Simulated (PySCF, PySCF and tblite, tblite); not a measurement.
**C₆H₆O₃: telling isomers apart by computed NMR**

Aim: see whether computed shieldings tell isomers of C₆H₆O₃ apart.

Computed with tblite 0.8.0 (tight binding) and PySCF 2.14.0 (DFT, with response routines of our own); each step states its level. Atoms count from 0 throughout.

### Step 1. The molecule as given

15 atoms, charge 0, multiplicity 1; geometry from: MMFF94s geometry. This is the first candidate.

Bonds of the start (Å): C0–C1 1.52, C0–H10 1.09, C0–H11 1.09, C0–H9 1.08, C1–O2 1.21, C1–O3 1.35, C4–C5 1.38, C4–O8 1.36, C5–C6 1.41, C5–H12 1.09, C6–C7 1.37, C6–H13 1.08, C7–H14 1.08, C7–O8 1.36, O3–C4 1.32.

### Step 2. GFN2-xTB relaxation, isomer A, conformer 1

What the job is given:

```
{"job": {"xc": "GFN2-xTB", "basis": "xTB", "kind": "relax"}, "charge": 0, "multiplicity": 1}
C      2.984200     0.271400     0.268700
C      1.518300     0.653000     0.197700
O      1.136000     1.796400     0.339100
O      0.788300    -0.457000    -0.012700
C     -0.524200    -0.372900    -0.086600
C     -1.490400     0.615900    -0.035400
C     -2.735800    -0.019300    -0.223100
C     -2.454100    -1.353500    -0.378300
O     -1.118100    -1.581400    -0.307000
H      3.280200    -0.174800    -0.674100
H      3.142200    -0.421100     1.095400
H      3.571600     1.169700     0.442600
H     -1.318600     1.673400     0.136800
H     -3.711300     0.434700    -0.235400
H     -3.072600    -2.226700    -0.549700
```

Run with:

```sh
$ OMP_NUM_THREADS=1 python ens_run.py task.json out
```

The driver reads the study from task.json and runs its stages one after another.

Output:

```text
step      E/eV     max force
  0    -764.56919    2.909
  1    -764.66498    1.172
  2    -764.68664    0.646
  3    -764.69554    0.375
  4    -764.69899    0.164
  5    -764.70143    0.113
  6    -764.70284    0.133
  7    -764.70381    0.064
  8    -764.70418    0.049
  9    -764.70442    0.031
 10    -764.70442    0.031
 11    -764.70450    0.027
 12    -764.70464    0.027
 13    -764.70472    0.028
 14    -764.70480    0.023
 15    -764.70486    0.028
 16    -764.70491    0.024
 17    -764.70496    0.020
 18    -764.70501    0.017
 19    -764.70506    0.016
 20    -764.70510    0.015
 21    -764.70513    0.017
 22    -764.70518    0.017
 23    -764.70522    0.018
 24    -764.70526    0.018
 25    -764.70530    0.020
 26    -764.70533    0.016
 27    -764.70536    0.012
 28    -764.70538    0.014
 29    -764.70539    0.010
 30    -764.70540    0.006
 31    -764.70540    0.007
 32    -764.70541    0.007
 33    -764.70542    0.007
 34    -764.70542    0.005
 35    -764.70542    0.004
```

It took 0.13 s on 1 thread of AMD EPYC 9R45, shared host.

Relaxing gained 0.136 eV and moved the atoms by 0.03 Å on average (rms).

### Step 3. Shieldings, isomer A, conformer 1: WP04/pcSseg-1 in benzene

What the job is given:

```
{"job": {"xc": "WP04", "basis": "pcSseg-1", "solvent": "benzene", "kind": "nmr", "pop": true}, "charge": 0, "multiplicity": 1}
C      2.995228     0.295649     0.274028
C      1.539544     0.662267     0.210734
O      1.084338     1.764706     0.327900
O      0.801297    -0.449699    -0.001368
C     -0.557471    -0.390967    -0.099550
C     -1.479724     0.609367    -0.032589
C     -2.732187    -0.031146    -0.219317
C     -2.467630    -1.352340    -0.382469
O     -1.139365    -1.583156    -0.310994
H      3.290701    -0.176849    -0.659567
H      3.154483    -0.418048     1.078664
H      3.587978     1.188682     0.444396
H     -1.292332     1.649603     0.126408
H     -3.691987     0.442186    -0.227955
H     -3.097287    -2.202264    -0.550233
```

Output:

```text
coarse grid: 13496 points
cycle   1  E = -467.3313849041  dE =  1.842e+00  |g| = 1.403e+00  |ddm| = 3.748e+00
cycle   2  E = -466.4901264265  dE =  8.413e-01  |g| = 2.487e+00  |ddm| = 2.401e+00
cycle   3  E = -467.6197957161  dE = -1.130e+00  |g| = 5.468e-01  |ddm| = 1.874e+00
cycle   4  E = -467.6748720330  dE = -5.508e-02  |g| = 1.656e-01  |ddm| = 4.375e-01
cycle   5  E = -467.6787456030  dE = -3.874e-03  |g| = 5.937e-02  |ddm| = 1.136e-01
cycle   6  E = -467.6794382103  dE = -6.926e-04  |g| = 1.640e-02  |ddm| = 4.523e-02
cycle   7  E = -467.6794910518  dE = -5.284e-05  |g| = 7.217e-03  |ddm| = 1.729e-02
cycle   8  E = -467.6795028853  dE = -1.183e-05  |g| = 1.502e-03  |ddm| = 5.777e-03
cycle   9  E = -467.6795032790  dE = -3.937e-07  |g| = 6.141e-04  |ddm| = 1.275e-03
final grid: 133104 points
cycle  10  E = -467.8035361743  dE = -6.440e-05  |g| = 1.199e-02  |ddm| = 3.957e-02
cycle  11  E = -467.8034823252  dE =  5.385e-05  |g| = 2.085e-02  |ddm| = 1.848e-02
cycle  12  E = -467.8035621777  dE = -7.985e-05  |g| = 2.794e-03  |ddm| = 1.270e-02
cycle  13  E = -467.8035637460  dE = -1.568e-06  |g| = 5.416e-04  |ddm| = 2.026e-03
cycle  14  E = -467.8035637860  dE = -3.998e-08  |g| = 2.728e-04  |ddm| = 4.946e-04
cycle  15  E = -467.8035637985  dE = -1.255e-08  |g| = 9.888e-05  |ddm| = 2.164e-04
cycle  16  E = -467.8035638005  dE = -1.958e-09  |g| = 2.705e-05  |ddm| = 8.411e-05
cycle  17  E = -467.8035638006  dE = -1.539e-10  |g| = 9.734e-06  |ddm| = 2.461e-05
converged SCF energy = -467.8035638006

GIAO shielding tensors (ppm)
atom      isotropic    diamagn.    paramagn.     s11        s22        s33       span
  0 C      149.443     248.981     -99.539    127.748    140.718    179.862     52.115
  1 C        1.517     251.225    -249.708   -110.315     53.326     61.542    171.857
  2 O     -115.323     407.437    -522.760   -399.189   -217.202    270.421    669.610
  3 O       78.785     408.649    -329.865    -84.599    135.543    185.409    270.008
  4 C       11.917     251.917    -240.001    -54.273     31.554     58.470    112.743
  5 C       72.207     255.284    -183.077     16.731     48.350    151.539    134.808
  6 C       55.607     257.113    -201.505    -33.735     51.648    148.908    182.643
  7 C       36.007     250.832    -214.825    -44.986     51.842    101.166    146.152
  8 O       47.107     400.759    -353.652    -69.616      5.240    205.697    275.313
  9 H       29.444      28.599       0.845     25.943     28.644     33.746      7.803
 10 H       29.444      28.606       0.839     25.943     28.644     33.746      7.803
 11 H       29.857      26.224       3.633     25.882     28.585     35.104      9.223
 12 H       25.129      35.214     -10.085     20.553     26.304     28.531      7.978
 13 H       25.442      30.905      -5.463     23.653     26.250     26.423      2.771
 14 H       24.967      29.108      -4.141     21.859     26.074     26.966      5.107
```

Run time: 16 s. Hardware: 1 thread of AMD EPYC 9R45, shared host.

In short: HOMO -7.68 eV, LUMO -2.73 eV; dipole 1.19 D.

### Step 4. Single-point energy, isomer A, conformer 1: B3LYP/def2-SVP in benzene

Changed since step 3:

```diff
@@ -1,2 +1,2 @@
-{"job": {"xc": "WP04", "basis": "pcSseg-1", "solvent": "benzene", "kind": "nmr", "pop": true}, "charge": 0, "multiplicity": 1}
+{"job": {"xc": "B3LYP", "basis": "def2-SVP", "solvent": "benzene", "kind": "sp"}, "charge": 0, "multiplicity": 1}
 C      2.995228     0.295649     0.274028
```

Output:

```text
coarse grid: 13496 points
cycle   1  E = -457.2554995574  dE =  1.845e+00  |g| = 1.028e+00  |ddm| = 4.526e+00
cycle   2  E = -456.7714000624  dE =  4.841e-01  |g| = 1.874e+00  |ddm| = 2.431e+00
cycle   3  E = -457.4432716479  dE = -6.719e-01  |g| = 3.404e-01  |ddm| = 1.801e+00
cycle   4  E = -457.4650069802  dE = -2.174e-02  |g| = 8.809e-02  |ddm| = 3.293e-01
cycle   5  E = -457.4662375082  dE = -1.231e-03  |g| = 2.733e-02  |ddm| = 7.377e-02
cycle   6  E = -457.4663982663  dE = -1.608e-04  |g| = 7.612e-03  |ddm| = 2.699e-02
cycle   7  E = -457.4664101431  dE = -1.188e-05  |g| = 3.188e-03  |ddm| = 9.874e-03
cycle   8  E = -457.4664124309  dE = -2.288e-06  |g| = 7.196e-04  |ddm| = 3.278e-03
final grid: 133104 points
cycle   9  E = -457.5666465796  dE = -4.205e-05  |g| = 5.942e-03  |ddm| = 3.212e-02
cycle  10  E = -457.5666380720  dE =  8.508e-06  |g| = 8.891e-03  |ddm| = 1.197e-02
cycle  11  E = -457.5666542023  dE = -1.613e-05  |g| = 1.483e-03  |ddm| = 7.517e-03
cycle  12  E = -457.5666546181  dE = -4.159e-07  |g| = 2.876e-04  |ddm| = 1.299e-03
cycle  13  E = -457.5666546298  dE = -1.166e-08  |g| = 1.458e-04  |ddm| = 3.382e-04
cycle  14  E = -457.5666546338  dE = -4.028e-09  |g| = 3.558e-05  |ddm| = 1.402e-04
cycle  15  E = -457.5666546341  dE = -2.717e-10  |g| = 1.081e-05  |ddm| = 4.044e-05
converged SCF energy = -457.5666546341
```

It took 5.3 s on 1 thread of AMD EPYC 9R45, shared host.

This run: HOMO -6.13 eV, LUMO -0.44 eV; dipole 1.30 D.

### Step 5. Couplings, isomer A, conformer 1: B3LYP/6-31G*+pcJ-1

Changed since step 4:

```diff
@@ -1,2 +1,2 @@
-{"job": {"xc": "B3LYP", "basis": "def2-SVP", "solvent": "benzene", "kind": "sp"}, "charge": 0, "multiplicity": 1}
+{"job": {"xc": "B3LYP", "basis": {"default": "6-31G*", "H": "pcJ-1"}, "nuclei": ["H", "F", "P", "Si", "B"], "kind": "j"}, "charge": 0, "multiplicity": 1}
 C      2.995228     0.295649     0.274028
```

Output:

```text
coarse grid: 13496 points
cycle   1  E = -457.7549840625  dE =  1.930e+00  |g| = 1.042e+00  |ddm| = 3.961e+00
cycle   2  E = -457.2149468533  dE =  5.400e-01  |g| = 1.952e+00  |ddm| = 2.193e+00
cycle   3  E = -457.9432827490  dE = -7.283e-01  |g| = 3.903e-01  |ddm| = 1.673e+00
cycle   4  E = -457.9724378833  dE = -2.916e-02  |g| = 9.733e-02  |ddm| = 3.553e-01
cycle   5  E = -457.9738878892  dE = -1.450e-03  |g| = 3.494e-02  |ddm| = 8.082e-02
cycle   6  E = -457.9741370678  dE = -2.492e-04  |g| = 1.114e-02  |ddm| = 3.199e-02
cycle   7  E = -457.9741651947  dE = -2.813e-05  |g| = 3.982e-03  |ddm| = 1.302e-02
cycle   8  E = -457.9741686836  dE = -3.489e-06  |g| = 9.252e-04  |ddm| = 3.582e-03
final grid: 133104 points
cycle   9  E = -457.8982066954  dE = -3.322e-05  |g| = 6.549e-03  |ddm| = 2.250e-02
cycle  10  E = -457.8981977687  dE =  8.927e-06  |g| = 9.389e-03  |ddm| = 1.196e-02
cycle  11  E = -457.8982163661  dE = -1.860e-05  |g| = 1.989e-03  |ddm| = 7.494e-03
cycle  12  E = -457.8982171036  dE = -7.375e-07  |g| = 3.700e-04  |ddm| = 1.546e-03
cycle  13  E = -457.8982171248  dE = -2.124e-08  |g| = 1.679e-04  |ddm| = 4.158e-04
cycle  14  E = -457.8982171302  dE = -5.381e-09  |g| = 4.727e-05  |ddm| = 1.587e-04
cycle  15  E = -457.8982171307  dE = -4.891e-10  |g| = 1.451e-05  |ddm| = 4.784e-05
converged SCF energy = -457.8982171307

Indirect spin-spin couplings (Hz)
  i      j    bonds     total        FC       PSO       DSO        SD
  9 H   10 H    2    -19.405   -19.050     2.129    -2.484         -
  9 H   11 H    2    -13.671   -13.136     2.187    -2.721         -
  9 H   12 H    6     -0.441    -0.142     0.585    -0.883         -
  9 H   13 H    7     -0.238     0.036     0.535    -0.810         -
  9 H   14 H    7     -0.334    -0.110     0.453    -0.678         -
 10 H   11 H    2    -13.671   -13.137     2.187    -2.721         -
 10 H   12 H    6     -0.441    -0.142     0.585    -0.883         -
 10 H   13 H    7     -0.238     0.036     0.535    -0.810         -
 10 H   14 H    7     -0.334    -0.110     0.453    -0.678         -
 11 H   12 H    6     -0.234    -0.013     0.470    -0.691         -
 11 H   13 H    7     -0.246     0.013     0.527    -0.786         -
 11 H   14 H    7     -0.241     0.047     0.599    -0.887         -
 12 H   13 H    3      4.158     4.436     0.588    -0.865         -
 12 H   14 H    4      0.180     0.992     1.419    -2.231         -
 13 H   14 H    3      2.255     2.794     0.723    -1.263         -
```

It took 13 s on 1 thread of AMD EPYC 9R45, shared host.

This run: HOMO -5.87 eV, LUMO -0.28 eV; dipole 1.14 D.

### Step 6. The ensemble, isomer A: properties at WP04/pcSseg-1 in benzene

What the job is given:

```
{"job": {"study": "conf", "smiles": "CC(=O)Oc1ccco1", "search": {"seed": 9840, "n_embed": 90, "ff_keep": 18, "window": 2.5, "nmax": 6, "temps": [250, 298.15, 350], "t_ref": 298.15, "order": 0.0005}, "level": {"nmr": {"xc": "WP04", "basis": "pcSseg-1", "solvent": "benzene"}, "sp": {"xc": "B3LYP", "basis": "def2-SVP", "solvent": "benzene"}, "j": {"xc": "B3LYP", "basis": {"default": "6-31G*", "H": "pcJ-1"}, "nuclei": ["H", "F", "P", "Si", "B"]}}, "kind": "conf"}, "charge": 0, "multiplicity": 1}
C      2.995228     0.295649     0.274028
C      1.539544     0.662267     0.210734
O      1.084338     1.764706     0.327900
O      0.801297    -0.449699    -0.001368
C     -0.557471    -0.390967    -0.099550
C     -1.479724     0.609367    -0.032589
C     -2.732187    -0.031146    -0.219317
C     -2.467630    -1.352340    -0.382469
O     -1.139365    -1.583156    -0.310994
H      3.290701    -0.176849    -0.659567
H      3.154483    -0.418048     1.078664
H      3.587978     1.188682     0.444396
H     -1.292332     1.649603     0.126408
H     -3.691987     0.442186    -0.227955
H     -3.097287    -2.202264    -0.550233
```

Output:

```text
conformer  sym    E(xTB)   E(DFT)   G(298.15 K)  weight  dipole/D
    1     Cs      0.000    0.000    0.000   1.0000    1.304

mean shielding (ppm) by class
class atoms           250 K   298.15 K      350 K
  0 C  0            149.442    149.442    149.442
  1 C  1              1.517      1.517      1.517
  2 O  2           -115.323   -115.323   -115.323
  3 O  3             78.784     78.784     78.784
  4 C  4             11.917     11.917     11.917
  5 C  5             72.207     72.207     72.207
  6 C  6             55.607     55.607     55.607
  7 C  7             36.007     36.007     36.007
  8 O  8             47.107     47.107     47.107
  9 H  9,10,11       29.582     29.582     29.582
 10 H  12            25.129     25.129     25.129
 11 H  13            25.442     25.442     25.442
 12 H  14            24.967     24.967     24.967
```

Run time: 35 s. Hardware: 1 thread of AMD EPYC 9R45, shared host. This counts the runs that the step sums up.

The search (ETKDG, MMFF94s, GFN2-xTB) embedded 90 structures, kept 1 distinct ones after the force field and 1 after xTB; 1 was carried on (window 2.5 kcal/mol at the search's own energies). Energies: B3LYP/def2-SVP in benzene with D3(BJ).

Conformer by conformer (298 K):

| no. | group | mirror pair | ΔE xTB | ΔE DFT | ΔG | weight (%) | μ (D) | O2–C1–O3–C4 (°) | C1–O3–C4–O8 (°) | A, B, C (GHz) |
| --- | --- | --- | --- | --- | --- | --- | --- | --- | --- | --- |
| 1 | Cs | no | 0.00 | 0.00 | 0.00 | 100.0 | 1.30 | 0 | 180 | 5.01, 1.05, 0.87 |

Energies in kcal/mol. ΔG holds xTB vibrations and rotation, symmetry numbers and mirror pairs.

Shifts against references run at the same level (¹H TMS 31.99, ¹³C TMS 175.5 ppm of shielding), by class of atoms, at 298 K:

| atoms | environment | average |
| --- | --- | --- |
| C1 | ester carbonyl carbon | 173.9 |
| C4 | aromatic carbon bearing oxygen | 163.5 |
| C7 | aromatic CH next to the ring oxygen | 139.5 |
| C6 | aromatic CH | 119.9 |
| C5 | aromatic CH | 103.3 |
| C0 | methyl carbon α to a carbonyl | 26.0 |
| H14 | hydrogen on an aromatic CH next to the ring oxygen | 7.02 |
| H12 | hydrogen on an aromatic CH | 6.86 |
| H13 | hydrogen on an aromatic CH | 6.55 |
| H9, H10, H11 | hydrogen on a methyl carbon α to a carbonyl | 2.41 |
| O2 | ester carbonyl oxygen | -115.3 (σ) |
| O8 | aromatic ring oxygen | 47.1 (σ) |
| O3 | ester alkoxy oxygen | 78.8 (σ) |

Couplings (Hz, B3LYP/6-31G*+pcJ-1; one pair named for each class), from conformers that hold 100 % of the weight:

| pair | bonds | average |
| --- | --- | --- |
| H9–H10 | 2 | -15.6 |
| H12–H13 | 3 | 4.2 |
| H13–H14 | 3 | 2.3 |

Effective distances for nuclear Overhauser effects, ⟨r⁻⁶⟩^(−1/6) over all pairs of two classes (Å): H12···H13 2.71; H13···H14 2.73.

### Step 7. GFN2-xTB relaxation, isomer B, conformer 1

What the job is given:

```
{"job": {"xc": "GFN2-xTB", "basis": "xTB", "kind": "relax"}, "charge": 0, "multiplicity": 1}
C      2.866000    -0.461500    -0.378600
C      1.492900    -0.447800     0.249000
O      1.296400    -0.863500     1.396200
O      0.599500     0.075300    -0.637500
C     -0.708800     0.190100    -0.308200
C     -1.688700     0.721900    -1.195400
C     -2.875500     0.681800    -0.513000
O     -2.687600     0.159700     0.734700
C     -1.364300    -0.143800     0.845400
H      3.152200     0.562200    -0.619900
H      2.841600    -1.085600    -1.275800
H      3.581600    -0.876900     0.327000
H     -1.542100     1.092600    -2.187400
H     -3.886300     0.964800    -0.752400
H     -1.081200    -0.561400     1.794900
```

Output:

```text
step      E/eV     max force
  0    -764.57080    2.843
  1    -764.64231    2.887
  2    -764.69222    0.551
  3    -764.70102    0.358
  4    -764.70883    0.196
  5    -764.71242    0.176
  6    -764.71545    0.116
  7    -764.71660    0.082
  8    -764.71751    0.071
  9    -764.71809    0.066
 10    -764.71840    0.035
 11    -764.71840    0.035
 12    -764.71852    0.033
 13    -764.71877    0.046
 14    -764.71884    0.041
 15    -764.71894    0.036
 16    -764.71903    0.026
 17    -764.71907    0.018
 18    -764.71910    0.016
 19    -764.71913    0.018
 20    -764.71915    0.012
 21    -764.71916    0.009
 22    -764.71917    0.009
 23    -764.71918    0.007
 24    -764.71918    0.008
 25    -764.71919    0.009
 26    -764.71920    0.012
 27    -764.71922    0.012
 28    -764.71923    0.011
 29    -764.71924    0.007
 30    -764.71925    0.008
 31    -764.71925    0.005
 32    -764.71926    0.005
 33    -764.71926    0.004
```

Wall time 0.11 s (1 thread of AMD EPYC 9R45, shared host).

Relaxing gained 0.148 eV and moved the atoms by 0.03 Å on average (rms).

GFN2-xTB relaxation, isomer B, conformer 2:

What the job is given:

```
{"job": {"xc": "GFN2-xTB", "basis": "xTB", "kind": "relax"}, "charge": 0, "multiplicity": 1}
C      2.847600    -0.370300     0.391600
C      1.416400    -0.657100    -0.013500
O      1.082700    -1.722400    -0.508900
O      0.646600     0.428600     0.290600
C     -0.678400     0.415200     0.049300
C     -1.540600    -0.552800    -0.531000
C     -2.791200     0.014600    -0.539000
O     -2.751100     1.266900    -0.002000
C     -1.461400     1.499200     0.344200
H      3.464600    -1.230600     0.158400
H      2.890300    -0.186600     1.467100
H      3.204500     0.494100    -0.163000
H     -1.298200    -1.538500    -0.884000
H     -3.759000    -0.330800    -0.867900
H     -1.277200     2.478500     0.786100
```

Output:

```text
step      E/eV     max force
  0    -764.53963    1.965
  1    -764.62039    1.749
  2    -764.64265    0.744
  3    -764.65264    0.238
  4    -764.65678    0.181
  5    -764.65922    0.161
  6    -764.66086    0.095
  7    -764.66177    0.060
  8    -764.66223    0.059
  9    -764.66250    0.046
 10    -764.66265    0.027
 11    -764.66265    0.027
 12    -764.66271    0.023
 13    -764.66284    0.020
 14    -764.66288    0.029
 15    -764.66294    0.021
 16    -764.66299    0.018
 17    -764.66302    0.012
 18    -764.66303    0.011
 19    -764.66305    0.009
 20    -764.66306    0.008
 21    -764.66307    0.007
 22    -764.66307    0.004
 23    -764.66307    0.006
 24    -764.66308    0.006
 25    -764.66308    0.006
 26    -764.66308    0.007
 27    -764.66309    0.006
 28    -764.66309    0.005
 29    -764.66309    0.005
 30    -764.66310    0.005
 31    -764.66310    0.003
```

Run time: 0.1 s. Hardware: 1 thread of AMD EPYC 9R45, shared host.

The energy fell by 0.123 eV, and the atoms moved 0.03 Å (root mean square).

### Step 8. Shieldings, isomer B, conformer 1: WP04/pcSseg-1 in benzene

What the job is given:

```
{"job": {"xc": "WP04", "basis": "pcSseg-1", "solvent": "benzene", "kind": "nmr", "pop": false}, "charge": 0, "multiplicity": 1}
C      2.866243    -0.460857    -0.379036
C      1.498137    -0.448498     0.248504
O      1.233618    -0.835552     1.353789
O      0.604094     0.063368    -0.614787
C     -0.721433     0.182344    -0.279572
C     -1.686644     0.717598    -1.176500
C     -2.864313     0.674780    -0.500281
O     -2.693627     0.160634     0.725335
C     -1.391717    -0.141458     0.866579
H      3.151563     0.553362    -0.648118
H      2.843816    -1.059087    -1.286815
H      3.583364    -0.875510     0.322246
H     -1.503477     1.072540    -2.168246
H     -3.855979     0.971640    -0.777358
H     -1.068059    -0.567315     1.793364
```

Output:

```text
coarse grid: 13496 points
cycle   1  E = -467.3583291118  dE =  1.810e+00  |g| = 1.360e+00  |ddm| = 3.757e+00
cycle   2  E = -466.5637173133  dE =  7.946e-01  |g| = 2.420e+00  |ddm| = 2.381e+00
cycle   3  E = -467.6243743956  dE = -1.061e+00  |g| = 5.154e-01  |ddm| = 1.865e+00
cycle   4  E = -467.6736146234  dE = -4.924e-02  |g| = 1.758e-01  |ddm| = 4.516e-01
cycle   5  E = -467.6783215523  dE = -4.707e-03  |g| = 6.155e-02  |ddm| = 1.309e-01
cycle   6  E = -467.6791146744  dE = -7.931e-04  |g| = 1.307e-02  |ddm| = 4.711e-02
cycle   7  E = -467.6791452418  dE = -3.057e-05  |g| = 6.735e-03  |ddm| = 1.355e-02
cycle   8  E = -467.6791544842  dE = -9.242e-06  |g| = 1.585e-03  |ddm| = 5.170e-03
final grid: 133104 points
cycle   9  E = -467.8020288452  dE = -6.368e-05  |g| = 1.321e-02  |ddm| = 3.994e-02
cycle  10  E = -467.8019645324  dE =  6.431e-05  |g| = 2.280e-02  |ddm| = 2.040e-02
cycle  11  E = -467.8020608313  dE = -9.630e-05  |g| = 3.027e-03  |ddm| = 1.377e-02
cycle  12  E = -467.8020626557  dE = -1.824e-06  |g| = 7.177e-04  |ddm| = 2.288e-03
cycle  13  E = -467.8020627436  dE = -8.793e-08  |g| = 2.686e-04  |ddm| = 6.690e-04
cycle  14  E = -467.8020627567  dE = -1.307e-08  |g| = 9.573e-05  |ddm| = 2.168e-04
cycle  15  E = -467.8020627583  dE = -1.632e-09  |g| = 2.853e-05  |ddm| = 7.922e-05
cycle  16  E = -467.8020627585  dE = -1.510e-10  |g| = 8.504e-06  |ddm| = 2.176e-05
converged SCF energy = -467.8020627585

GIAO shielding tensors (ppm)
atom      isotropic    diamagn.    paramagn.     s11        s22        s33       span
  0 C      149.378     249.654    -100.277    127.989    140.468    179.675     51.686
  1 C       -1.532     251.692    -253.223   -109.029     49.444     54.990    164.020
  2 O     -117.312     407.864    -525.177   -400.876   -214.457    263.395    664.271
  3 O       95.503     407.499    -311.997    -77.553    158.412    205.649    283.201
  4 C       24.029     252.295    -228.265    -40.218     24.140     88.166    128.384
  5 C       63.106     252.739    -189.632    -16.148     59.615    145.851    161.999
  6 C       29.298     253.127    -223.829    -47.924     32.582    103.237    151.162
  7 O       50.831     399.457    -348.626    -79.781    -22.924    255.198    334.980
  8 C       35.211     258.441    -223.230    -21.260     22.684    104.210    125.470
  9 H       29.460      29.054       0.406     25.978     28.678     33.724      7.746
 10 H       29.460      28.841       0.619     25.974     28.683     33.723      7.749
 11 H       29.870      26.597       3.272     25.863     28.675     35.072      9.209
 12 H       25.511      32.042      -6.531     23.230     25.929     27.375      4.146
 13 H       24.698      28.952      -4.254     21.816     25.926     26.354      4.538
 14 H       23.613      34.250     -10.637     18.634     24.023     28.180      9.546
```

It took 14 s on 1 thread of AMD EPYC 9R45, shared host.

Key values: HOMO -7.87 eV, LUMO -2.55 eV; dipole 2.83 D.

(Part 1 of 3 ends here.)
